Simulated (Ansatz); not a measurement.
**CH4O2SeSi: up Jacob's ladder to CCSD(T)**

How much do the methods differ for CH4O2SeSi? The plan is to run it at one geometry with functionals of several rungs and with coupled cluster, and see how far each lands from CCSD(T) at the basis-set limit for the atomisation energy.

The runs use Ansatz 0.2.0, Gaussian basis; functionals in def2-TZVPP, the program's frozen cores in correlated methods.

The runs, in order: PBE-D4, r2SCAN-D4, PBE0-D4, B3LYP-D4, ωB97X-V, ωB97M-V, B2PLYP; CCSD(T)/def2-TZVPP; MP2/def2-QZVPP; extrapolation to the limit.

### 1 Structure used throughout

All runs share one geometry, relaxed beforehand with PBE0-D4 in a triple-zeta def2 set.

SMILES `O=C([SeH])O[SiH3]`, 9 atoms, charge 0, spin multiplicity 1.

Atoms are counted from 1 here; the program's logs count them from 0.

Bond lengths: O1–C2 1.197 Å, C2–Se3 1.917 Å, C2–O4 1.330 Å, Se3–H6 1.467 Å, O4–Si5 1.702 Å, Si5–H7 1.479 Å, Si5–H8 1.478 Å, Si5–H9 1.478 Å. Angles: O1–C2–Se3 121.8°, O1–C2–O4 124.4°, Se3–C2–O4 113.8°, C2–Se3–H6 94.7°, C2–O4–Si5 116.9°, O4–Si5–H7 102.4°, O4–Si5–H8 110.0°, O4–Si5–H9 110.0°, H7–Si5–H8 111.1°, H7–Si5–H9 111.1°, H8–Si5–H9 111.9°.

### 2 PBE-D4 (GGA)

in.yaml reads:

```yaml
crystal:
  periodic: [false, false, false]
  atoms:
    - {symbol: O, position_ang: [0.543232, -1.678597, 0.469271]}
    - {symbol: C, position_ang: [0.972960, -0.596712, 0.190103]}
    - {symbol: Se, position_ang: [2.855023, -0.234841, 0.153836]}
    - {symbol: O, position_ang: [0.219266, 0.454345, -0.119584]}
    - {symbol: Si, position_ang: [-1.466488, 0.222670, -0.112150]}
    - {symbol: H, position_ang: [2.699080, 1.171938, -0.232637]}
    - {symbol: H, position_ang: [-1.972236, 1.559596, -0.491275]}
    - {symbol: H, position_ang: [-1.842414, -0.792630, -1.118701]}
    - {symbol: H, position_ang: [-1.920023, -0.151970, 1.244039]}
basis:
  gaussian: {orbitals: def2-TZVPP}
hamiltonian: {xc: pbe, dispersion: d4}
output: {forces: true, orbitals: {seedname: orbitals}}
```

Started as:

```console
> ansatz run in.yaml --threads 4 --pin off --events-out ev --progress --plain --max-ram 10444MiB
```

Further steps of the session: r2SCAN-D4 (meta-GGA); PBE0-D4 (hybrid); B3LYP-D4 (hybrid); ωB97X-V (range-separated); ωB97M-V (range-separated); B2PLYP (double hybrid); CCSD(T) in def2-TZVPP; MP2 in def2-QZVPP.

Before running them: what should the planned runs give, taken together? Wanted: atomisation energy, CCSD(T)/CBS; farthest; mean size of error, hybrid; mean size of error, range-separated; gap, smallest and largest; T1 diagnostic; triples share of the correlation energy.

As calculated:

| quantity | value |
| --- | --- |
| atomisation energy, CCSD(T)/CBS | 3249.0 kJ/mol |
| functionals within 32.5 kJ/mol (1.0 %) | r2SCAN-D4, PBE0-D4, B3LYP-D4, ωB97X-V, ωB97M-V |
| farthest | PBE-D4 (+82.8 kJ/mol) |
| mean size of error, hybrid | 17.5 kJ/mol |
| mean size of error, range-separated | 7.7 kJ/mol |
| gap, smallest and largest | 5.00 eV (PBE-D4), 11.58 eV (ωB97X-V) |
| T1 diagnostic | 0.0139 |
| triples share of the correlation energy | 4.0 % |

**Reading.** PBE-D4 is off by +82.8 kJ/mol. Double hybrids carry the basis error of their MP2 part in triple zeta, and no dispersion term here, so their miss is partly the set-up's. The reference freezes the cores and leaves out relativity and excitations past (T), and its outer-core shells are covered unevenly, so misses under about 32.5 kJ/mol can't be ranked. All levels share the lack of spin-orbit coupling, which lowers the free heavy atoms and so the true binding. Hartree-Fock recovers 68 % of the binding; the rest is correlation. Orbital gaps span 5.0 to 11.6 eV; exact exchange widens them. Correlated methods include outer-core shells of Se, which these sets cover unevenly.
